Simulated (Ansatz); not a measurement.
BeAl3 in Ansatz: convergence with smearing width

Crystal: BeAl3.

```xyz
4
Lattice="-1.9422 1.9422 3.8519 1.9422 -1.9422 3.8519 1.9422 1.9422 -3.8519" Properties=species:S:1:pos:R:3 pbc="T T T"
Al    0.0000    0.0000    3.8519
Al    1.9422    0.0000    1.9259
Al    0.0000    1.9422    1.9259
Be    0.0000    0.0000    0.0000
```

The cell comes from a database or a generator and needn't be the stable form of this composition.

* Program: Ansatz 0.2.0
* Task: convergence study
* Functional: PBE
* Potentials or basis: Ansatz NC
* Cutoff: 1800 eV (not typed: the program's choice for these potentials)
* k mesh: 8 × 8 × 8
* Occupations: methfessel-paxton, width 0.3 eV
* Spin: no spin polarisation

These are the settings of the first run; the series varies smearing width, with any setting tied to it.

Hardware: 2 threads of Arm Neoverse V1, on a shared host.

```tsv
smearing width	energy less the tightest run, at zero smearing (meV/atom)	pressure (GPa)	SCF cycles	CPU time (s)	peak memory (GiB)
0.3 eV	-0.18	0.74	6	19	0.72
0.2 eV	-0.24	0.75	6	19	0.72
0.15 eV	-0.18	0.77	6	19	0.72
0.1 eV	-0.11	0.78	6	19	0.72
0.05 eV	-0.05	0.80	7	23	0.72
0.025 eV	-0.03	0.80	6	20	0.72
0.01 eV	-0.01	0.81	6	19	0.72
0.005 eV	0.00	0.81	7	20	0.72
```

Against the tightest run, the energy stays within 1 meV/atom from 0.3 eV on; the pressure stays within 0.1 GPa from 0.3 eV on. Narrower smearing needs a denser k mesh, so at a fixed mesh the narrowest width isn't the most accurate. The tightest run that finished is the yardstick and may itself not be fully converged.
